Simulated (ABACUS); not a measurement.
The system is HPbNO4.

```xyz
7
Lattice="4.2041 0.0000 0.0000 2.0217 3.8395 0.0000 2.0469 1.2790 6.2813" Properties=species:S:1:pos:R:3 pbc="T T T"
Pb    4.2925    4.6959    5.5497
O     6.4140    3.5006    4.9249
O     2.3104    1.0037    0.7095
O     2.3185    0.7238    2.8804
O     2.2113    2.7408    2.0273
N     2.2802    1.4940    1.8951
H     6.4119    3.4218    3.9444
```

The cell was built by a generator and needn't be a form met in nature.

Base run:

| Property | Result |
| --- | --- |
| Program | ABACUS 3.10.1 |
| Functional | PBE |
| Potentials or basis | SG15 ONCV 1.2 PBE |
| Cutoff | 1361 eV |
| Density cutoff | 5442 eV |
| Basis | DZP LCAO (the cutoffs set its grid) |
| k mesh | 5 × 5 × 3 |
| Occupations | fermi-dirac, width 0.05 eV |
| Spin | no spin polarisation |

Its results: band gap on the k mesh 2.82 eV, direct; pressure 3.9 GPa; largest force 1.596 eV/Å.

**Question.** After a change of settings the same cell gave: band gap on the k mesh 2.77 eV, indirect (least direct gap 2.79 eV); pressure 3.9 GPa; largest force 1.596 eV/Å. Which change was it?
A. k mesh from 5 × 5 × 3 to 7 × 7 × 5
B. functional from PBE to PBEsol; k mesh from 5 × 5 × 3 to 7 × 7 × 5
C. functional from PBE to revPBE; k mesh from 5 × 5 × 3 to 7 × 7 × 5
D. functional from PBE to WC; k mesh from 5 × 5 × 3 to 7 × 7 × 5

**Answer.** A.

Caveats: the atomic orbitals were generated for these runs and aren't a published set; spin-orbit coupling is left out, which as a rule narrows the gap of such compounds by several tenths of an eV; an odd mesh through Γ misses points on the zone boundary, where band edges often lie; the basis of atomic orbitals isn't converged, which shifts pressures, moduli and gaps; forces of over 1 eV/Å show positions far from the minimum, so gaps and moduli don't describe the material at rest.

Not every run made on this cell is shown here.
